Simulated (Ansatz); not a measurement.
# BaCaHfZrO6: the cost of one run

Method: DFT PBEsol, scalar-relativistic, plane waves, PAW, in Ansatz 0.2.0.

1 further run of the same task is left out (it didn't finish).

## Step 1: The starting structure

Symmetry: F-43m, No. 216, cubic system. The conventional cell has a = 8.259 Å, b = 8.259 Å, c = 8.259 Å, α = 90.00°, β = 90.00°, γ = 90.00°. Around Ba (site symmetry -43m) lie 12 O at 2.92 Å. Ca (site symmetry -43m) has 12 O at 2.92 Å as nearest neighbours. Zr (site symmetry -43m) has 6 O at 2.07 Å as nearest neighbours. Hf (site symmetry -43m) has 6 O at 2.06 Å as nearest neighbours. Around O (site symmetry 2mm) lie 1 Hf at 2.06 Å and 1 Zr at 2.07 Å and 2 Ba at 2.92 Å and 2 Ca at 2.92 Å.

Structure file:

```xyz
10
Lattice="0.0000 4.1294 4.1294 4.1294 0.0000 4.1294 4.1294 4.1294 0.0000" Properties=species:S:1:pos:R:3 pbc="T T T"
Ba    2.0647    2.0647    2.0647
Ca    6.1940    6.1940    6.1940
Zr    4.1294    4.1294    4.1294
Hf    0.0000    0.0000    0.0000
O     2.0590    4.1294    4.1294
O     6.1997    4.1294    4.1294
O     4.1294    4.1294    6.1997
O     4.1294    4.1294    2.0590
O     4.1294    2.0590    4.1294
O     4.1294    6.1997    4.1294
```

It goes back to an entry of the Materials Project, which need not be the stable form.

This cell was relaxed beforehand with the same method: volume 14.08 Å³/atom, gap on the mesh 3.41 eV.

## Step 2: The reference cell

Reference values: F = -30765.7476 eV; pressure -0.01 GPa; largest force 0.002 eV/Å; gap on the mesh 3.41 eV. It was computed beforehand with the settings of the runs below.

## Step 3: The scan: a frozen normal mode

Mode 22 of the phonon run on this cell, counted from the lowest, is frozen in: each atom moves by x times its row below, so x is the largest displacement.

```
atom      ux      uy      uz
 Ba1   0.031   0.031   0.000
 Ca2  -0.193  -0.193   0.000
 Zr3   0.013   0.013   0.000
 Hf4   0.002   0.002   0.000
  O5  -0.007   0.037   0.670
  O6  -0.007   0.037  -0.670
  O7  -0.634  -0.634   0.000
  O8   0.707   0.707   0.000
  O9   0.037  -0.007   0.670
 O10   0.037  -0.007  -0.670
```

## Step 4: Point x = -0.300 Å

input.yaml reads:

```yaml
crystal:
  lattice:
    - [0.0, 4.1293579506, 4.1293579506]
    - [4.1293579506, 0.0, 4.1293579506]
    - [4.1293579506, 4.1293579506, 0.0]
  atoms:
    - { symbol: Ba, position: [0.25, 0.25, 0.2477809432] }
    - { symbol: Ca, position: [0.75, 0.75, 0.7640419902] }
    - { symbol: Zr, position: [0.5, 0.5, 0.4990691021] }
    - { symbol: Hf, position: [0.0, 0.0, -0.000113316] }
    - { symbol: O, position: [0.7247292523, 0.2265606595, 0.2726091609] }
    - { symbol: O, position: [0.2720642113, 0.7766458769, 0.7252742019] }
    - { symbol: O, position: [0.7506875646, 0.7506875646, 0.2953609368] }
    - { symbol: O, position: [0.2493124354, 0.2493124354, 0.6993158897] }
    - { symbol: O, position: [0.2265606595, 0.7247292523, 0.2726091609] }
    - { symbol: O, position: [0.7766458769, 0.2720642113, 0.7252742019] }
basis:
  ecutwfc: 420
kpoints:
  mp_grid: { grid: [6, 6, 6] }
hamiltonian:
  xc: pbesol
scf:
  occupations: { method: gaussian, width: 0.05 }
output:
  forces: true
  stress: true
  eigenvalues: true
```

On the command line:

```sh
$ ansatz run input.yaml --threads 2 --pin off --max-ram 5120MiB --backend cpu --events-out ev --progress --plain --runs-dir out
```

What time and memory should one allow on 2 threads of Intel Xeon Platinum 8488C (Sapphire Rapids), shared host?

About 22 s, with a peak of 0.84 GiB.
